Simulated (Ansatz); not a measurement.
**AlH₅O₃Se: a ladder of functionals and wavefunction methods**

Aim: compute AlH₅O₃Se with functionals from several rungs and with coupled cluster, and see how far each lands from CCSD(T) at the basis-set limit for the atomisation energy.

Computed with Ansatz 0.2.0, Gaussian basis. Level: functionals in def2-TZVPP, the program's frozen cores in correlated methods.

Levels to be run: LDA (SPW92), PBE-D4, revPBE-D4, BLYP-D4, r2SCAN-D4, B97M-V, PBE0-D4, B3LYP-D4, r2SCANh-D4, r2SCAN0-D4, HSE06-D4, BHLYP-D4, CAM-B3LYP-D4, LC-ωPBE, ωB97X-V, ωB97M-V, B2PLYP, PBE-QIDH; CCSD(T)/def2-SVP; CCSD(T)/def2-TZVPP; MP2/def2-QZVPP; extrapolation to the limit; RPA on PBE.

## Step 1: Structure used throughout

The geometry comes from an earlier relaxation with PBE0-D4 in a triple-zeta def2 set; it is a stationary point, not always the lowest conformer.

10 atoms, charge 0, spin multiplicity 1.

Atoms are counted from 1 here; the program's logs count them from 0.

Bond lengths: O1–Al2 1.710 Å, O1–H6 0.955 Å, Al2–O3 1.709 Å, Al2–O4 1.710 Å, Al2–Se5 2.674 Å, O3–H7 0.955 Å, O4–H8 0.955 Å, Se5–H9 1.468 Å, Se5–H10 1.469 Å. Angles: Al2–O1–H6 120.4°, O1–Al2–O3 118.0°, O1–Al2–O4 117.9°, O1–Al2–Se5 100.0°, O3–Al2–O4 119.4°, O3–Al2–Se5 95.6°, O4–Al2–Se5 96.2°, Al2–O3–H7 120.7°, Al2–O4–H8 120.9°, Al2–Se5–H9 95.4°, Al2–Se5–H10 95.4°, H9–Se5–H10 91.5°.

Geometry (Å):

```xyz
10
AlH5O3Se
O    -0.9774    0.1179   -1.4306
Al   -0.1013   -0.6112   -0.1564
O     1.4228   -1.2956   -0.5175
O    -0.9814   -1.1882    1.1910
Se    0.8704    1.5707    1.0470
H    -1.9327    0.1255   -1.4182
H     1.7100   -1.3959   -1.4231
H    -0.6512   -1.9137    1.7176
H    -0.4287    2.2400    1.1895
H     1.1528    2.2994   -0.1964
```

## Step 2: LDA

This LDA is Slater exchange with PW92 correlation.

File in.yaml:

```yaml
crystal:
  periodic: [false, false, false]
  atoms:
    - {symbol: O, position_ang: [-0.977354, 0.117879, -1.430613]}
    - {symbol: Al, position_ang: [-0.101313, -0.611181, -0.156367]}
    - {symbol: O, position_ang: [1.422772, -1.295616, -0.517483]}
    - {symbol: O, position_ang: [-0.981426, -1.188176, 1.190985]}
    - {symbol: Se, position_ang: [0.870351, 1.570702, 1.046965]}
    - {symbol: H, position_ang: [-1.932737, 0.125515, -1.418153]}
    - {symbol: H, position_ang: [1.709971, -1.395927, -1.423132]}
    - {symbol: H, position_ang: [-0.651223, -1.913719, 1.717644]}
    - {symbol: H, position_ang: [-0.428729, 2.239960, 1.189506]}
    - {symbol: H, position_ang: [1.152788, 2.299364, -0.196352]}
basis:
  gaussian: {orbitals: def2-TZVPP}
hamiltonian: {xc: lda}
output: {orbitals: {seedname: orbitals}}
```

Command:

```bash
$ ansatz run in.yaml --threads 4 --pin off --events-out ev --progress --plain --max-ram 10444MiB
```

Further steps of the session: PBE-D4 (GGA); revPBE-D4 (GGA); BLYP-D4 (GGA); r2SCAN-D4 (meta-GGA); B97M-V (meta-GGA); B3LYP-D4 (hybrid); r2SCANh-D4 (hybrid); r2SCAN0-D4 (hybrid); HSE06-D4 (hybrid); BHLYP-D4 (hybrid); CAM-B3LYP-D4 (range-separated); LC-ωPBE (range-separated); ωB97X-V (range-separated); ωB97M-V (range-separated); B2PLYP (double hybrid); PBE-QIDH (double hybrid); CCSD(T) in def2-SVP; CCSD(T) in def2-TZVPP; MP2 in def2-QZVPP; RPA on PBE orbitals.

Before running them: what should the planned runs give, taken together? Wanted: atomisation energy, CCSD(T)/CBS; farthest beyond LDA; mean size of error, GGA; mean size of error, meta-GGA; mean size of error, hybrid; mean size of error, range-separated; mean size of error, double hybrid; gap, smallest and largest; T1 diagnostic.

The runs gave:

| quantity | value |
| --- | --- |
| atomisation energy, CCSD(T)/CBS | 849.2 kcal/mol |
| functionals within 8.5 kcal/mol (1.0 %) | PBE-D4, r2SCAN-D4 |
| farthest beyond LDA | BHLYP-D4 (-49.0 kcal/mol) |
| mean size of error, GGA | 13.8 kcal/mol |
| mean size of error, meta-GGA | 10.4 kcal/mol |
| mean size of error, hybrid | 26.9 kcal/mol |
| mean size of error, range-separated | 12.8 kcal/mol |
| mean size of error, double hybrid | 23.6 kcal/mol |
| gap, smallest and largest | 4.90 eV (BLYP-D4), 12.39 eV (LC-ωPBE) |
| T1 diagnostic | 0.0108 |
| triples share of the correlation energy | 3.3 % |

What this shows: LDA overbinds by 117.7 kcal/mol (14 %). PBE-D4 is off by -2.4 kcal/mol. Double hybrids carry the basis error of their MP2 part in triple zeta, and no dispersion term here, so their miss is partly the set-up's. Taken by rung, meta-GGA functionals do best (10.4 kcal/mol on average) and hybrid ones worst beyond LDA (26.9 kcal/mol). The gap between the best rungs is small, so their order is not settled. The mean of the hybrids holds BHLYP, with half exact exchange. Misses under about 8.5 kcal/mol are within the doubt on the reference itself, which lacks core-valence correlation, relativity and higher excitations, and its outer-core shells are covered unevenly. All levels share the lack of spin-orbit coupling, which lowers the free heavy atoms and so the true binding. Hartree-Fock recovers 68 % of the binding; the rest is correlation. CCSD(T) in def2-SVP is off by -74.6 kcal/mol, so the small basis spoils what the method gains. Orbital gaps span 4.9 to 12.4 eV; exact exchange widens them. Correlated methods include outer-core shells of Se, which these sets cover unevenly.
